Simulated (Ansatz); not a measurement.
**ZnS (F-43m): zero-pressure volume and bulk modulus with rPW86-PBE + rVV10**

An exercise on one series of results from a longer session: the logs are not shown, and one member is left open.

Program: Ansatz 0.2.0. Level of theory: DFT rPW86-PBE + rVV10, scalar-relativistic, plane waves, PAW. These are calculated values, not measurements.

1 further run of the same task is left out (set aside as unsound or not needed). Runs told in other sessions of the task aren't counted.

## The structure to begin with

Symmetry: F-43m, No. 216, cubic system. Conventional cell: a = 5.409 Å, b = 5.409 Å, c = 5.409 Å, α = 90.00°, β = 90.00°, γ = 90.00°. Zn (site symmetry -43m) has 4 S at 2.34 Å in its first shell of neighbours. Around S (site symmetry -43m) lie 4 Zn at 2.34 Å.

Structure file:

```xyz
2
Lattice="0.0000 2.7046 2.7046 2.7046 0.0000 2.7046 2.7046 2.7046 0.0000" Properties=species:S:1:pos:R:3 pbc="T T T"
Zn    0.0000    0.0000    0.0000
S     4.0570    4.0570    4.0570
```

At PBE, an earlier run found 1.38 GPa for this cell of 19.785 Å³/atom (8×8×8 mesh), mesh gap 2.10 eV.

Set-up of the first run:

The input, input.yaml:

```yaml
crystal:
  lattice:
    - [0.0, 2.7046490548, 2.7046490548]
    - [2.7046490548, 0.0, 2.7046490548]
    - [2.7046490548, 2.7046490548, 0.0]
  atoms:
    - { symbol: Zn, position: [0.0, 0.0, 0.0] }
    - { symbol: S, position: [0.75, 0.75, 0.75] }
basis:
  ecutwfc: 420
  ecutrho_ratio: 4
kpoints:
  mp_grid: { grid: [8, 8, 8] }
hamiltonian:
  xc: { exchange: rpw86, correlation: pbe }
  dispersion: rvv10
scf:
  occupations: { method: gaussian, width: 0.05 }
output:
  forces: true
  stress: true
  eigenvalues: true
```

On the command line:

```sh
> ansatz run input.yaml --threads 4 --pin off --max-ram 8192MiB --backend cpu --events-out ev --progress --plain --runs-dir out
```

Among the steps run: At the given cell; Stepping to 20.025 Å³/atom; Stepping to 20.273 Å³/atom; Volume × 0.98 of the new zero; Volume × 1.02 of the new zero; Volume × 0.96 of the new zero; Volume × 1.04 of the new zero.

One of the session's tables, all rows but one given; the rest of the session is left out.

It belongs to the step «Energy and pressure against volume». 

| volume (Å³/atom) | energy (meV/atom) | pressure (GPa) |
| --- | --- | --- |
| 19.462 | 7.69 | 3.16 |
| 19.867 | 1.84 | 1.49 |
| 20.273 | 0.00 | 0.00 |
| 20.678 | ? | ? |
| 21.084 | 6.66 | -2.54 |

Q: Estimate the row for volume (Å³/atom) = 20.678 from the others.

Worked estimate for «energy (meV/atom)». A straight line through the neighbours (20.273, 0.00) and (21.084, 6.66) gives 0.00 + (6.66 − 0.00) × (20.678 − 20.273) / (21.084 − 20.273) = 3.33; a parabola fitted to 3 rows on both sides gives 1.60.

As computed: energy (meV/atom): 1.73; pressure (GPa): -1.34. In «energy (meV/atom)» the line misses by +1.60 and the parabola by -0.13.
